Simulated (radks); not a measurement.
**Ionising lead step by step, Pb⁴²⁺ to Pb⁶²⁺**

An exercise on one series of results from a longer session: the logs are not shown, and one member is left open.

Method: Dirac Kohn-Sham, PBE, spin-unpolarised, spherical densities, finite nucleus; open shells fill j = l - 1/2 first. Code: radks (a radial shooting solver on a logarithmic mesh, Libxc functionals) version 1.

**What is computed**

- element: lead (Z = 82)
- charges: 42 to 62
- first configuration: [Kr] 4d4
- last configuration: [Ar] 3d2

Set-up of the first run:

The run's settings:

```text
Z 82
configuration [Kr] 4d4
relativity Dirac
functional pbe,pbe
spin unpolarised
j_filling energy
nucleus finite rms 5.5012 fm
c 137.035999084
```

Steps of the session up to this table: Pb⁴²⁺, [Kr] 4d4.

One table of the session follows, with a row left open; its other results are not shown here.

It belongs to the step «Pb⁴²⁺, [Kr] 4d4». Radial moments (bohr):

| level | <r> | outermost maximum (interpolated) | 90 % within | nodes |
| --- | --- | --- | --- | --- |
| 3p3/2 | 0.1783 | 0.165 | 0.266 | 1 |
| 3d3/2 | 0.1547 | 0.128 | 0.240 | 0 |
| 3d5/2 | 0.1594 | 0.132 | 0.246 | 0 |
| 4s1/2 | 0.3521 | 0.345 | 0.499 | 3 |
| 4p1/2 | 0.3484 | 0.341 | 0.499 | 2 |
| 4p3/2 | ? | ? | ? | ? |
| 4d3/2 | 0.3605 | 0.349 | 0.526 | 1 |
| 4d5/2 | 0.3671 | 0.356 | 0.534 | 1 |

Estimate the missing values for 4p3/2.

The run gave: <r>: 0.3721; outermost maximum (interpolated): 0.366; 90 % within: 0.531; nodes: 2. In the column «<r>» it is the highest.

To keep in mind: Spin polarisation and multiplet splitting are left out, so open shells lie too high by an amount that depends on their filling.
